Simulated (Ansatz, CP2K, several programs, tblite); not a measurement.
Energy against volume for CdCSb2, ordered on the zincblende lattice (I-42d) with 8 atoms a cell, at fixed shape and fractional coordinates, computed by several methods (PBE and r2SCAN, where shown, with plane waves in Ansatz); the cell shown is that of r2SCAN. With free coordinates or axes held, a curve is too stiff, and on another method's shape its minimum isn't the method's own volume. It is tetragonal, I-42d (No. 122); conventional cell a = 6.089 Å, c = 10.245 Å, 23.74 Å³ an atom. Cd has 4 Sb at 2.81 Å; Sb has 2 C at 2.25 Å and 2 Cd at 2.81 Å; C has 4 Sb at 2.25 Å. All values are calculated for a non-magnetic cell, which may be hypothetical. Energies count from each curve's lowest point; fits are third-order Birch-Murnaghan.

```xyz
8
Lattice="-3.0444 3.0444 5.1223 3.0444 -3.0444 5.1223 3.0444 3.0444 -5.1223" Properties=species:S:1:pos:R:3 pbc="T T T"
Cd    0.0000    0.0000    0.0000
Sb    1.9869    1.5222    1.2806
Cd    0.0000    3.0444    2.5611
Sb    1.5222   -1.0575    3.8417
C     0.0000    0.0000    5.1223
Sb    1.0575    1.5222    6.4028
C     3.0444    0.0000    2.5611
Sb   -1.5222    1.0575    3.8417
```

Question: r2SCAN, on the shape of its own relaxed cell, gives
```
V (Å³/atom)  E (meV/atom)
     22.313         20.22
     23.026          4.75
     23.738          0.00
     24.450          4.36
     25.162         16.46
```
What equilibrium volume and bulk modulus follow?

Answer: V₀ = 23.73 Å³ an atom and B₀ = 68 GPa.

Question: GFN1-xTB (tblite), on the shape of the cell shown, as a cluster of 64 atoms at the zone centre, gives

| V (Å³/atom) | E (meV/atom) |
| --- | --- |
| 20.889 | 40.74 |
| 22.313 | 0.00 |
| 23.738 | 4.46 |
| 25.162 | 39.82 |
| 26.586 | 96.70 |

What equilibrium volume and bulk modulus follow?

Answer: V₀ = 22.84 Å³ an atom and B₀ = 70 GPa.

PBE/SZV (CP2K), on the shape of the cell shown:

| V (Å³/atom) | E (meV/atom) |
| --- | --- |
| 20.889 | 184.45 |
| 22.313 | 66.58 |
| 23.738 | 10.87 |
| 25.162 | 0.00 |
| 26.586 | 21.32 |

V₀ = 24.86 Å³ an atom and B₀ = 67 GPa.

PBE, on the shape of its own relaxed cell:
```csv
V (Å³/atom),E (meV/atom)
22.839,18.93
23.567,4.50
24.296,0.00
25.025,3.85
25.754,14.74
```
V₀ = 24.30 Å³ an atom and B₀ = 61 GPa.

PBE/DZVP (CP2K), on the shape of the cell shown:
```tsv
V (Å³/atom)	E (meV/atom)
20.889	153.27
22.313	52.67
23.738	6.92
25.162	0.00
26.586	21.53
```
V₀ = 24.73 Å³ an atom and B₀ = 60 GPa.
